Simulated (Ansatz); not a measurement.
**ZrSiH₃ (quartet): wave-function methods side by side, def2-SVP**

One table from this session's results is given with a row withheld; the runs are named, their logs left out.

Computed with Ansatz 0.2.0, Gaussian basis. Level: def2-SVP, core rule «outside noble gas», up to 9 orbitals frozen.

To be run: UHF; CCSD(T) on ROHF; CCSD(T) on UHF; CISD; CCSDT(Q) on ROHF; CCSDT(Q) on UHF.

27 further runs of the same task are left out: 11 that didn't finish, 16 set aside as unsound or not needed.

## The system

The geometry is a PBE0/def2-TZVP stationary point (not a proven minimum) of the parent state, kept for this charge and spin. No spin-orbit coupling is included. Elements past krypton take def2 core potentials.

5 atoms, charge 0, spin multiplicity 4.

Atoms are counted from 1 here; the program's logs count them from 0.

Bond lengths: Zr1–Si2 2.696 Å, Si2–H3 1.502 Å, Si2–H4 1.499 Å, Si2–H5 1.499 Å. Angles: Zr1–Si2–H3 108.5°, Zr1–Si2–H4 115.3°, Zr1–Si2–H5 115.3°, H3–Si2–H4 105.6°, H3–Si2–H5 105.6°, H4–Si2–H5 105.6°.

The first run:

File in.yaml:

```yaml
crystal:
  periodic: [false, false, false]
  atoms:
    - {symbol: Zr, position_ang: [0.000228, 0.000000, 0.700135]}
    - {symbol: Si, position_ang: [0.003895, 0.000000, -1.996032]}
    - {symbol: H, position_ang: [-1.420000, 0.000000, -2.475091]}
    - {symbol: H, position_ang: [0.645437, 1.194272, -2.636447]}
    - {symbol: H, position_ang: [0.645437, -1.194272, -2.636447]}
basis:
  gaussian: {orbitals: def2-SVP}
magnetization: {spin_polarized: true, initial_magnetization: 3}
hamiltonian: {xc: hf}
output: {orbitals: {seedname: orbitals}}
```

Command:

```sh
$ ansatz run in.yaml --threads 1 --pin off --events-out ev --progress --plain --max-ram 2393MiB
```

Among the steps run: UHF; CCSD(T) on ROHF; CCSD(T) on UHF; CISD; CCSDT(Q) on ROHF; CCSDT(Q) on UHF.

One table of the session follows, with a row left open; its other results are not shown here.

It belongs to the step «Misses and costs». 

| method | from RCCSDT(Q) (kJ/mol) |
| --- | --- |
| ROHF | +480.9 |
| UHF | +470.1 |
| RMP2 | +109.4 |
| UMP2 | +100.6 |
| CISD | ? |
| RCCSD | +17.7 |
| UCCSD | +9.7 |
| RCCSD(T) | +4.4 |
| UCCSD(T) | -3.5 |
| RCCSDT | +0.7 |
| UCCSDT | -6.9 |
| RCCSDT(Q) | 0 |
| UCCSDT(Q) | -7.6 |

Q: Estimate the row for CISD from the others.

As computed: from RCCSDT(Q) (kJ/mol): +52.6. In the column «from RCCSDT(Q) (kJ/mol)» it lies between RCCSD (+17.7) and UMP2 (+100.6).

To keep in mind: Restricted and unrestricted rows rest on different reference determinants; where their highest levels disagree by more than a few hundredths of an eV, they describe different states and don't form one ladder.
